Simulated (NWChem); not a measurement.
## Plane-wave run on BN (zincblende type)

```xyz
2
Lattice="0.0000 1.8624 1.8624 1.8624 0.0000 1.8624 1.8624 1.8624 0.0000" Properties=species:S:1:pos:R:3 pbc="T T T"
N      0.9312     0.9312     0.9312
B      0.0000     0.0000     0.0000
```

The numbers come from NWChem runs, not from measurements. Origin of the cell: lattice set by a structure generator, not relaxed at this level.

Norm-conserving pseudopotentials with valence charges N 5, B 3, fixed occupations, no spin-orbit coupling, density cut at twice the wavefunction cutoff.

Level: PBE, default library, cutoff 40 Ha, density from a 6×6×6 mesh. Bands run along Γ–X–U|K–Γ–L–W–X with k in units of the cell's reciprocal vectors.

Task: What gap does the band structure show, and how wide is the group of occupied bands?

Result: It shows an indirect gap along this path of 4.40 eV from Γ to X (smallest direct gap on this path 8.30 eV). The 4 occupied bands reach 19.2 eV below the valence-band top.
